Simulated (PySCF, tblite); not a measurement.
**C₈H₁₁NSi: geometry, infrared bands and NMR shifts**

Wanted: the infrared bands and NMR shifts of C₈H₁₁NSi (`c1ccc(C2C[SiH2]C2)nc1`), by calculation.

The runs use tblite 0.8.0 and PySCF 2.14.0, with density-fitted response routines of our own; the level of theory stands in each step. All values are computed, except where a source is named. Atoms are numbered from 0 throughout.

### Step 1. The molecule as given

21 atoms, charge 0, multiplicity 1; geometry from: force field or distance geometry start.

Bonds of the start (Å): C0–C1 1.41, C1–C2 1.37, C2–C3 1.38, C3–C4 1.49, C4–C5 1.50, C5–Si6 1.86, Si6–C7 1.87, C3–N8 1.38, N8–C9 1.34, C9–C0 1.41, C7–C4 1.53, C0–H10 1.09, C1–H11 1.09, C2–H12 1.08, C4–H13 1.12, C5–H14 1.09, C5–H15 1.11, Si6–H16 1.46, Si6–H17 1.46, C7–H18 1.11, C7–H19 1.10, C9–H20 1.08.

### Step 2. Geometry optimisation with GFN2-xTB

The job: settings as JSON, then the geometry in Å.

```
{"job": {"kind": "relax", "xc": "GFN2-xTB", "basis": "xTB"}, "charge": 0, "multiplicity": 1}
C      3.273000    -0.475100    -0.127100
C      2.420800    -0.252800    -1.223600
C      1.087500    -0.034900    -1.007600
C      0.589900    -0.016700     0.275500
C     -0.845100     0.208400     0.612400
C     -1.565800     1.235600    -0.212900
Si    -3.144100     0.415000     0.313100
C     -1.783100    -0.818200    -0.019900
N      1.427400    -0.239700     1.349800
C      2.734300    -0.459300     1.170700
H      4.334900    -0.654900    -0.276300
H      2.818100    -0.267800    -2.238600
H      0.397200     0.139800    -1.820500
H     -1.074500     0.183700     1.703300
H     -1.439500     1.157400    -1.295800
H     -1.451900     2.290700     0.124100
H     -3.478700     0.464100     1.735900
H     -4.251400     0.430100    -0.633800
H     -1.857600    -1.722600     0.613400
H     -1.553500    -0.951700    -1.083300
H      3.352900    -0.614300     2.040700
```

On the command line:

```sh
$ OMP_NUM_THREADS=1 python probes_run.py task.json out
```

The driver reads the jobs from task.json and runs them one after another.

**Question.** This job is followed by: GFN2-xTB harmonic vibrations, gas phase; GIAO PBE0/pcSseg-1 NMR shielding, non-relativistic, gas phase. What will the session give for the following? strongest single infrared mode (GFN2-xTB); zero-point energy (GFN2-xTB); 13C shifts against TMS (PBE0/pcSseg-1, means over atoms taken as alike); 1H shifts against TMS (PBE0/pcSseg-1, means over atoms taken as alike); 29Si shifts against TMS (PBE0/pcSseg-1); 15N shifts against NH3 (PBE0/pcSseg-1).

**Answer**, as computed:

| quantity | value |
| --- | --- |
| strongest single infrared mode (GFN2-xTB) | 2241 cm⁻¹, 358 km/mol |
| zero-point energy (GFN2-xTB) | 102.9 kcal/mol |
| 13C shifts against TMS (PBE0/pcSseg-1, means over atoms taken as alike) | 179.2, 153.6, 142.8, 125.4, 125.3, 45.3, 19.4 ppm |
| 1H shifts against TMS (PBE0/pcSseg-1, means over atoms taken as alike) | 8.73, 8.04, 7.76, 7.24, 5.12, 4.95, 4.05, 2.27, 1.43 ppm |
| 29Si shifts against TMS (PBE0/pcSseg-1) | -36.8 ppm |
| 15N shifts against NH3 (PBE0/pcSseg-1) | 352.2 ppm |

Relaxing lowered the energy by 1.232 eV in 89 steps; the close pair that moved most is C5–Si6, from 1.855 to 1.909 Å. No mode is imaginary among the 57: a minimum at this level. The strongest single mode, at 2241 cm⁻¹, moves mainly H17. GFN2-xTB is a fitted tight-binding method: band positions and strengths are rough. Its intensities can rank the bands wrongly. At PBE0/pcSseg-1: Shielding is most anisotropic at N8 (span 648 ppm, paramagnetic term -414 ppm). NICS(1)zz of -27 ppm above the planar ring from C0 marks a diatropic (aromatic) ring current.
